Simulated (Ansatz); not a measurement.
# BClFGeH3: small, medium and large basis sets

One table from this session's results is given with a row withheld; the runs are named, their logs left out.

Program: Ansatz 0.2.0, Gaussian basis. Level of theory: one geometry, several basis sets. These are calculated values, not measurements.

Plan: PBE0-D4/def2-SVP; ωB97M-V/def2-SVP; PBE0-D4/def2-QZVPP; ωB97M-V/def2-QZVPP; the functionals' def2-TZVPP values are taken from earlier runs.

## The geometry

All runs share one geometry, relaxed beforehand with PBE0-D4 in a triple-zeta def2 set.

SMILES `F[B](Cl)[GeH3]`, 7 atoms, charge 0, spin multiplicity 1.

Atoms are counted from 1 here; the program's logs count them from 0.

Bond lengths: F1–B2 1.315 Å, B2–Cl3 1.753 Å, B2–Ge4 2.074 Å, Ge4–H5 1.536 Å, Ge4–H6 1.536 Å, Ge4–H7 1.536 Å. Angles: F1–B2–Cl3 117.1°, F1–B2–Ge4 122.0°, Cl3–B2–Ge4 120.8°, B2–Ge4–H5 111.7°, B2–Ge4–H6 109.3°, B2–Ge4–H7 109.3°, H5–Ge4–H6 109.2°, H5–Ge4–H7 109.2°, H6–Ge4–H7 108.1°.

The first run:

The input, in.yaml:

```yaml
crystal:
  periodic: [false, false, false]
  atoms:
    - {symbol: F, position_ang: [1.459260, -1.647096, 0.372032]}
    - {symbol: B, position_ang: [0.276855, -1.076138, 0.436126]}
    - {symbol: Cl, position_ang: [-0.998552, -1.967573, 1.242934]}
    - {symbol: Ge, position_ang: [-0.084665, 0.798469, -0.374724]}
    - {symbol: H, position_ang: [1.173268, 1.386397, -1.030335]}
    - {symbol: H, position_ang: [-0.565577, 1.746319, 0.734783]}
    - {symbol: H, position_ang: [-1.199390, 0.691523, -1.426516]}
basis:
  gaussian: {orbitals: def2-SVP}
hamiltonian: {xc: pbe0, dispersion: d4}
output: {orbitals: {seedname: orbitals}}
```

Steps of the session up to this table: PBE0-D4 in def2-SVP; ωB97M-V in def2-SVP; PBE0-D4 in def2-QZVPP; ωB97M-V in def2-QZVPP.

One of the session's tables, all rows but one given; the rest of the session is left out.

It belongs to the step «Functionals by basis». 

| functional | basis | HOMO (eV) |
| --- | --- | --- |
| PBE0-D4 | def2-SVP | -8.50 |
| PBE0-D4 | def2-TZVPP | ? |
| PBE0-D4 | def2-QZVPP | -8.60 |
| ωB97M-V | def2-SVP | -10.59 |
| ωB97M-V | def2-TZVPP | -10.71 |
| ωB97M-V | def2-QZVPP | -10.73 |

**Question.** Estimate the row for PBE0-D4, def2-TZVPP.

As computed: HOMO (eV): -8.58. In the column «HOMO (eV)» it lies between PBE0-D4, def2-QZVPP (-8.60) and PBE0-D4, def2-SVP (-8.50).
